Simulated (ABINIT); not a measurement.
Set up this calculation in ABINIT 10.8.3 (patched build), as the native input.

* Task: single point
* Functional: PBE
* Potentials or basis: JTH PAW PBE v2.0
* Cutoff: 680 eV
* k mesh: 10 × 10 × 10
* Occupations: fermi-dirac, width 0.05 eV
* Spin: no spin polarisation
* Fine-grid cutoff: 1278.94 eV

The system is HfCl2.

```xyz
3
Lattice="1.6207 0.9357 6.7135 -1.6207 0.9357 6.7135 0.0000 -1.8714 6.7135" Properties=species:S:1:pos:R:3 pbc="T T T"
Hf    0.0000    0.0000   10.0703
Cl    0.0000    0.0000   14.9692
Cl    0.0000    0.0000    5.1713
```

The cell was built by a generator and needn't be a form met in nature.

The input as run:

run.abi

```
# Pseudopotentials
pp_dirpath "./"
pseudos "Hf.GGA_PBE-JTH.xml, Cl.GGA_PBE-JTH.xml"

# Structure
acell 13.1703864511 13.1703864511 13.1703884645
rprim
     0.2325442795     0.1342598819     0.9632743338
    -0.2325442795     0.1342598819     0.9632743338
     0.0000000000    -0.2685197227     0.9632741866
ntypat 2
znucl 72 17
natom 3
typat 1 2 2
xred
     0.5000000000     0.5000000000     0.5000000000
     0.7432400000     0.7432400000     0.7432400000
     0.2567600000     0.2567600000     0.2567600000

# Plane-wave basis
ecut 25.0
pawecutdg 47.0
pawxcdev 0

# k points
kptopt 1
ngkpt 10 10 10
nshiftk 1
shiftk 0.0 0.0 0.0

# Exchange and correlation
ixc 11

# Bands and occupations
nband 17
occopt 3
tsmear 0.00183747

# SCF cycle
nstep 100
tolvrs 1.0e-9

# Output
iomode 3
prtwf 0
prtden 0
prteig 0
prtebands 0
```

Potentials or basis: JTH PAW PBE v2.0.

Run with:

```bash
$ abinit run.abi > log 2>&1
```

It gave:

| Property | Result |
| --- | --- |
| Pressure | 2.1 GPa |
| Largest force | 0.055 eV/Å |
| Band gap on the k mesh | none (metal or under the smearing width) |
| Valence electrons inside the program's atomic spheres | Hf 9.53; Cl 4.38 |

It took 8.2 min on 1 thread of Arm Neoverse V2, on a shared host, peak memory 0.53 GiB.
